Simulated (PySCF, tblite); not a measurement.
**SiCl3F, a small molecule taken as a stand-in for a surface group: NMR shifts, core binding energies and electronic excitations**

Wanted: the NMR shifts, core binding energies and electronic excitations for `F[Si](Cl)(Cl)Cl`.

Computed with tblite 0.8.0 and PySCF 2.14.0; each step states its level. No surroundings beyond the atoms listed, unless a continuum is named. Atoms count from 0, parts from 1.

## 1. Starting point

5 atoms, charge 0, multiplicity 1; geometry: distance geometry start.

## 2. Relaxing the cluster with GFN2-xTB

What the job is given:

```
{"job": {"kind": "relax", "xc": "GFN2-xTB", "basis": "xTB"}, "charge": 0, "multiplicity": 1}
Si    -0.473198     0.191280     0.630175
Cl     0.422176     1.684441    -0.573723
Cl    -0.046123    -1.728512    -0.187548
Cl     0.313790     0.310237     2.625205
F     -2.130689     0.413505     0.710455
```

Method: GFN2-xTB geometry optimisation, gas phase.

Run with:

```
> OMP_NUM_THREADS=1 python cluster_run.py task.json out
```

One launch serves the whole session: the jobs run in the order shown.

**Question.** The jobs that follow are: PBE0-D3(BJ)/def2-SVP geometry optimisation, gas phase; GIAO PBE0/pcSseg-2 NMR shielding, non-relativistic, gas phase; delta-SCF UKS SCAN, pcX-2 on the ionised atom, pcseg-1 elsewhere, spin-free X2C; TDDFT CAM-B3LYP/def2-SVPD, vertical, gas phase, core orbitals frozen in the response. Predict: point group; rotational constants (main isotopes); 29Si shifts against TMS (PBE0/pcSseg-2); 35Cl shifts against HCl (PBE0/pcSseg-2, means over atoms taken as alike); 19F shifts against CFCl3 (PBE0/pcSseg-2); Si2p binding energies, SCAN/pcX-2; Cl2p binding energies, SCAN/pcX-2; F1s binding energies, SCAN/pcX-2; lowest singlet (CAM-B3LYP/def2-SVPD); brightest single state of those computed; lowest triplet; vertical ionisation energy (ΔSCF).

The runs gave:

| quantity | value |
| --- | --- |
| point group | C3v |
| rotational constants (main isotopes) | 1.83, 1.82, 1.30 GHz |
| 29Si shifts against TMS (PBE0/pcSseg-2) | -15.0 ppm |
| 35Cl shifts against HCl (PBE0/pcSseg-2, means over atoms taken as alike) | 139 ppm |
| 19F shifts against CFCl3 (PBE0/pcSseg-2) | -88.3 ppm |
| Si2p binding energies, SCAN/pcX-2 | Si0 110.95 eV |
| Cl2p binding energies, SCAN/pcX-2 | Cl1 207.75 eV |
| F1s binding energies, SCAN/pcX-2 | F4 693.55 eV |
| lowest singlet (CAM-B3LYP/def2-SVPD) | 7.69 eV (161 nm), f = 0.000 |
| brightest single state of those computed | state 5, 8.63 eV, f = 0.068 |
| lowest triplet | 7.22 eV |
| vertical ionisation energy (ΔSCF) | 12.16 eV |

In words: The optimisation took 4 steps and gained 0.113 eV; among the close pairs (by a distance rule), Si0–Cl2 changed most, from 1.972 to 2.027 Å (PBE0/def2-SVP). No frequency check was run at this level, so the end point may be a saddle. At PBE0/pcSseg-2: Shielding is most anisotropic at Cl1, Cl2, Cl3 (span 305 ppm, paramagnetic term -346 ppm). The first singlet state (HOMO→LUMO 0.87) lies at 7.69 eV and is dark; of the 6 states computed, the strongest absorption comes from states 4 to 5 together at 8.63 eV (the last state computed is bright too, and its partners may lie past the list). The lowest triplet lies 0.47 eV below the lowest singlet (triplets in Tamm-Dancoff, singlets in full TDDFT). The orbital energy would give 11.12 eV for ionisation, ΔSCF gives 12.16 eV.
